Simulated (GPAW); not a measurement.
The system is Al2O3.

```
Al O
1.0
     2.38025    1.37424    4.33187
    -2.38025    1.37424    4.33187
     0.00000   -2.74848    4.33187
Al O
4 6
Direct
  0.35216 0.35216 0.35216
  0.14784 0.14784 0.14784
  0.64784 0.64784 0.64784
  0.85216 0.85216 0.85216
  0.55668 0.94332 0.25000
  0.25000 0.55668 0.94332
  0.94332 0.25000 0.55668
  0.44332 0.05668 0.75000
  0.75000 0.44332 0.05668
  0.05668 0.75000 0.44332
```

Base run:

* Program: GPAW 26.7.0
* Functional: LDA
* Potentials or basis: the program's PAW data sets (release 1.2.1) made for this functional
* Cutoff: 800 eV
* Basis: pw
* k mesh: 4 × 4 × 4
* Occupations: fermi-dirac, width 0.05 eV
* Spin: no spin polarisation

Its results: band gap on the k mesh 6.17 eV, direct.

Q: The run is repeated on the same cell with these changes: functional from LDA to TB-mBJ; potentials or basis from the program's PAW data sets (release 1.2.1) made for this functional to GPAW PAW data sets for LDA (gpaw-data 1.2.1). What comes out?

A: Band gap on the k mesh 8.19 eV, direct.

Caveats: a model potential gives levels but no total energy (some runs).

Not every run made on this cell is shown here.
